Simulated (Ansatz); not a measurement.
# BrH4NSi, SMILES N[SiH2]Br: an active-space calculation

With Ansatz 0.2.0, Python API.

Interactive session:
```pycon
>>> import ansatz as az
>>> system = (
...     az.Crystal.molecule()
...     .atom("N", (-0.9633, -0.4919, -0.2375))
...     .atom("Si", (0.5037, -0.0662, 0.4011))
...     .atom("Br", (1.2133, 1.644, -0.7932))
...     .atom("H", (-0.8223, -0.6337, -1.2436))
...     .atom("H", (-1.5987, 0.3731, -0.2184))
...     .atom("H", (0.314, 0.3411, 1.8124))
...     .atom("H", (1.4146, -1.2345, 0.2335))
... )
>>> calc = (
...     system.calculation()
...     .basis(gaussian="def2-SVP")
...     .correlation(active_electrons=4, active_orbitals=4)
... )
>>> for method in ["sc_nevpt2"]:
...     data = (calc if method is None else calc.correlation(method)).run(threads=1, backend="cpu").report
...     space = data["configurations"]
...     state = space["states"][0]
...     print(method or "casscf", f"total {data['free_energy_ev'] / 27.211386246:.6f} Ha, active-space state {state['energy']['hartree']:.6f} Ha, mean field {data['reference_energy_ev'] / 27.211386246:.6f} Ha")
...     print("  determinants", state["n_determinants"], " natural occupations", [round(n, 3) for n in space["natural_occupations"]])
...
sc_nevpt2 total -2918.237714 Ha, active-space state -2917.780727 Ha, mean field -2917.738135 Ha
  determinants 36  natural occupations [1.981, 1.977, 0.023, 0.02]
```

Caveats:
- Total energies depend on the basis set; only differences at equal settings carry meaning.
- The geometry is a force-field or estimated start, not a minimum of this method, and the basis set is short of its limit. The active space starts as a window about the frontier orbitals and is then optimised, not chosen by chemistry.
- Timing: 21 s on 1 thread of Arm Neoverse V1, on a shared host, peak memory 0.27 GiB.
